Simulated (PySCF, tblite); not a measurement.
**C₃H₆FGaN₂: geometry, infrared bands and NMR shifts**

Aim: predict the infrared bands and NMR shifts of C₃H₆FGaN₂ (`[H]/N=[CH]\[Ga@H-]([CH2]F)[N+]#C`).

Computed with tblite 0.8.0 and PySCF 2.14.0, with density-fitted response routines of our own, on a single molecule in the gas phase. Atoms are numbered from 0 throughout.

## Step 1: The starting structure

13 atoms, charge 0, multiplicity 1; geometry from: force field or distance geometry start.

Bonds of the start (Å): C0–N1 1.15, N1–Ga2 1.87, Ga2–C3 1.98, C3–N4 1.30, Ga2–C5 1.98, C5–F6 1.38, C0–H7 1.07, Ga2–H8 1.61, C3–H9 1.08, N4–H10 1.02, C5–H11 1.11, C5–H12 1.11.

## Step 2: Optimising the geometry with GFN2-xTB

What the job is given:

```
{"job": {"kind": "relax", "xc": "GFN2-xTB", "basis": "xTB"}, "charge": 0, "multiplicity": 1}
C      0.003800     2.833200     0.237300
N     -0.027100     1.748900    -0.154000
Ga    -0.041100    -0.023200    -0.755500
C     -1.665900    -0.925200    -0.072100
N     -1.874400    -1.050200     1.203900
C      1.576600    -0.974600    -0.115400
F      1.749300    -0.735700     1.234500
H      0.017300     3.839300     0.592400
H     -0.071700    -0.032200    -2.367200
H     -2.387300    -1.340800    -0.762400
H     -1.208500    -0.671100     1.881700
H      2.465100    -0.606000    -0.663800
H      1.459800    -2.061800    -0.277000
```

Run with:

```console
OMP_NUM_THREADS=1 python probes_run.py task.json out
```

The driver reads the jobs from task.json and runs them one after another.

**Question.** This job is followed by: GFN2-xTB harmonic vibrations, gas phase; GIAO PBE0/pcSseg-1 NMR shielding, non-relativistic, gas phase. What will the session give for the following? strongest single infrared mode (GFN2-xTB); zero-point energy (GFN2-xTB); 13C shifts against TMS (PBE0/pcSseg-1); 1H shifts against TMS (PBE0/pcSseg-1); 15N shifts against NH3 (PBE0/pcSseg-1); 19F shifts against CFCl3 (PBE0/pcSseg-1); shieldings of Ga (PBE0/pcSseg-1).

The runs gave:

| quantity | value |
| --- | --- |
| strongest single infrared mode (GFN2-xTB) | 1612 cm⁻¹, 566 km/mol |
| zero-point energy (GFN2-xTB) | 49.3 kcal/mol |
| 13C shifts against TMS (PBE0/pcSseg-1) | 205.7, 123.2, 93.6 ppm |
| 1H shifts against TMS (PBE0/pcSseg-1) | 13.32, 10.03, 5.84, 5.53, 4.55, 3.58 ppm |
| 15N shifts against NH3 (PBE0/pcSseg-1) | 453.0, 263.2 ppm |
| 19F shifts against CFCl3 (PBE0/pcSseg-1) | -307.6 ppm |
| shieldings of Ga (PBE0/pcSseg-1) | Ga2 1568.8 ppm |

In words: Over 101 steps the energy fell by 0.638 eV; of the close pairs, N1–Ga2 changed most, 1.871 to 2.081 Å. All 33 modes are real, so the xTB geometry is a minimum. The strongest single mode, at 1612 cm⁻¹, moves mainly H8. Unscaled tight-binding wavenumbers are off by several per cent, some by more. Its intensities can rank the bands wrongly. At PBE0/pcSseg-1: Shielding is most anisotropic at N4 (span 854 ppm, paramagnetic term -511 ppm). Spin-orbit coupling is left out, which matters for shieldings and couplings at and beside the heavy atoms.
